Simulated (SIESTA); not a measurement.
CoNiO2:

```xyz
4
Lattice="3.0143 0.0000 0.0000 0.0000 3.0143 0.0000 0.0000 0.0000 4.2223" Properties=species:S:1:pos:R:3 pbc="T T T"
Ni    0.0000    0.0000    0.0000
Co    1.5072    1.5072    2.1111
O     0.0000    0.0000    2.1111
O     1.5072    1.5072    0.0000
```

The cell comes from a database or a generator and needn't be the stable form of this composition.

| Property | Result |
| --- | --- |
| Program | SIESTA 5.4.2 |
| Task | single point |
| Functional | PBE |
| Potentials or basis | PseudoDojo 0.4 standard (PBE files) |
| Basis | DZP (energy shift 0.003 Ry; two zetas on semicore shells) |
| Grid cutoff | 800 Ry |
| Energy shift | 0.003 Ry |
| k mesh | 9 × 9 × 6 |
| Occupations | fermi-dirac, width 0.05 eV |
| Spin | collinear spin, ferromagnetic start |
| Starting moments | [1.0, 2.0, 0.0, 0.0] μB |

On this cell: pressure -0.7 GPa; largest force under 0.003 eV/Å; net moment 4.79 μB per cell; site moments Ni +1.49; Co +2.59; O +0.36, +0.35 μB; band gap on the k mesh none (metal or under the smearing width).

The same run follows on a disturbed copy (atoms moved at random, drawn with an rms of 0.05 Å):

```xyz
4
Lattice="3.0143 0.0000 0.0000 0.0000 3.0143 0.0000 0.0000 0.0000 4.2223" Properties=species:S:1:pos:R:3 pbc="T T T"
Ni   -0.0031    0.0192   -0.0122
Co    1.4625    1.5050    2.1181
O    -0.0135    0.0445    2.0492
O     1.5403    1.4632   -0.0046
```

Task: What does the disturbed cell give?

Result: The energy (extrapolated to zero smearing) moves by +3.2 meV/atom; pressure -0.5 GPa; largest force 0.243 eV/Å; net moment 4.79 μB per cell; site moments Ni +1.48; Co +2.60; O +0.36, +0.35 μB; band gap on the k mesh none (metal or under the smearing width).

Forces in eV/Å, atoms in the order of the input:
```
Ni  -0.014 -0.126 -0.021
Co   0.070  0.156  0.067
O    0.003 -0.212  0.101
O   -0.060  0.184 -0.147
```

Stress tensor (GPa, compression positive):
```
-1.18 -0.23  0.15
-0.23 -1.34 -0.09
 0.15 -0.09  1.05
```

Caveats: short orbitals over semicore shells can move pressures by several GPa; the basis of atomic orbitals isn't converged, which shifts pressures, moduli and gaps; semilocal functionals often make such compounds metallic where correlation or magnetic order opens a gap, which also shifts bond lengths.
